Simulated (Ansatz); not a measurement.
**SnH2F (SMILES [F][SnH2]) at UHF/STO-3G**

What is the vertical ionisation energy of SnH2F at UHF/STO-3G? 

Program for the calculation: Ansatz 0.2.0.

36 further runs of the same task are left out: 36 set aside as unsound or not needed.

### Step 1. The structure to begin with

SnH2F: 4 atoms, total charge 0, spin state doublet. As SMILES, `[F][SnH2]`. The shape is that of a PBE0-D4/def2-TZVP optimisation.

Bond lengths: F1–Sn2 1.932 Å, Sn2–H3 1.726 Å, Sn2–H4 1.726 Å. Angles: F1–Sn2–H3 103.3°, F1–Sn2–H4 103.3°, H3–Sn2–H4 113.3°.

### Step 2. The energy at UHF/STO-3G

run.yaml reads:

```yaml
crystal:
  periodic: [false, false, false]
  atoms:
    - {symbol: F, position_ang: [-1.552600, -0.190000, 0.640700]}
    - {symbol: Sn, position_ang: [0.028300, -0.242200, -0.468300]}
    - {symbol: H, position_ang: [1.184100, -1.054400, 0.524100]}
    - {symbol: H, position_ang: [0.395700, 1.426200, -0.716700]}
basis:
  gaussian: {orbitals: STO-3G}
magnetization: {spin_polarized: true, initial_magnetization: 1}
hamiltonian: {xc: hf}
accuracy: high
output: {orbitals: {seedname: orbitals}}
```

The run is started by

```bash
$ ansatz run run.yaml --threads 1 --pin off --max-ram 3480MiB --events-out events.jsonl --progress --plain --runs-dir runs
```

What it wrote:

```text
Warning: RAYON_NUM_THREADS=1 ignored (pool sized by the plan → 1); use --threads N
Functional definition: HF
  name "HF"
  exchange = exact_x
  correlation = 0
612 factors; integrals over basis functions are off by at most 4.8e-9 eV
mean field evaluation 1: about -164965.8377 eV, gradient 1.1e1 eV
mean field evaluation 2: about -164965.8818 eV, gradient 1.1e1 eV
mean field evaluation 4: about -164967.6375 eV, gradient 1.3e0 eV
mean field evaluation 8: about -164967.6922 eV, gradient 1.7e-3 eV
mean field -164967.68679183 eV, -6062.4506704855 hartree, gradient 1.3e-8 eV, S^2 0.753011; 0 other end points of the search recorded, 0 dependent functions left out
reference -164967.68679183 eV, -6062.4506704855 hartree; 31, 30 occupied and 3, 4 virtual orbitals, 612 factors
Total energy: -164967.68679183 eV, -6062.4506704855 hartree
```

It took 0.7 s on 1 thread of Arm Neoverse V1, shared host; peak memory 0.1 GiB.

### Step 3. The singlet cation at the same level

molecule.yaml reads:

```yaml
basis:
  gaussian:
    orbitals: STO-3G
crystal:
  periodic: [false, false, false]
  atoms:
    - symbol: F
      position_ang: [-1.552600, -0.190000, 0.640700]
    - symbol: Sn
      position_ang: [0.028300, -0.242200, -0.468300]
    - symbol: H
      position_ang: [1.184100, -1.054400, 0.524100]
    - symbol: H
      position_ang: [0.395700, 1.426200, -0.716700]
total_charge: 1
hamiltonian:
  xc: hf
accuracy: high
output: {orbitals: {seedname: orbitals}}
```

The run is started by

```bash
$ ansatz run molecule.yaml --threads 1 --pin off --max-ram 3480MiB --events-out events.jsonl --progress --plain --runs-dir runs
```

What it wrote:

```text
Warning: RAYON_NUM_THREADS=1 ignored (pool sized by the plan → 1); use --threads N
Functional definition: HF
  name "HF"
  exchange = exact_x
  correlation = 0
612 factors; integrals over basis functions are off by at most 4.8e-9 eV
mean field evaluation 1: about -164957.1278 eV, gradient 2.5e1 eV
mean field evaluation 2: about -164957.1547 eV, gradient 2.5e1 eV
mean field evaluation 4: about -164961.9272 eV, gradient 3.2e0 eV
mean field evaluation 8: about -164962.0601 eV, gradient 1.5e-1 eV
mean field evaluation 16: about -164962.0604 eV, gradient 2.4e-8 eV
mean field -164962.06037962 eV, -6062.2439036506 hartree, gradient 2.4e-8 eV, S^2 0.000000; 0 other end points of the search recorded, 0 dependent functions left out
reference -164962.06037962 eV, -6062.2439036506 hartree; 30, 30 occupied and 4, 4 virtual orbitals, 612 factors
Total energy: -164962.06037962 eV, -6062.2439036506 hartree
```

Wall time 0.54 s (1 thread of Arm Neoverse V1, shared host).

### Step 4. Outcome

Level: UHF/STO-3G.

| quantity | value |
| --- | --- |
| doublet SnH2F: total energy | -6062.45067 Eh |
| doublet SnH2F: HOMO energy (highest over α and β) | -5.88 eV |
| doublet SnH2F: LUMO energy (lowest over α and β) | 4.63 eV |
| doublet SnH2F: ⟨S²⟩ | 0.753 |
| singlet cation: total energy | -6062.24390 Eh |
| singlet cation: HOMO energy | -16.91 eV |
| singlet cation: LUMO energy | -5.31 eV |
| singlet cation: HOMO–LUMO gap | 11.59 eV |
| vertical ionisation energy (to the singlet cation) | 5.626 eV |

The vertical ionisation energy comes to 5.63 eV (130 kcal/mol). Only the singlet of the ionised species was computed; a triplet could lie lower. In a minimal basis such a difference can be off by several eV, whatever the method. Relativity is left out (doublet SnH2F) although the molecule holds a heavy atom. Relativity is left out (singlet cation) although the molecule holds a heavy atom.
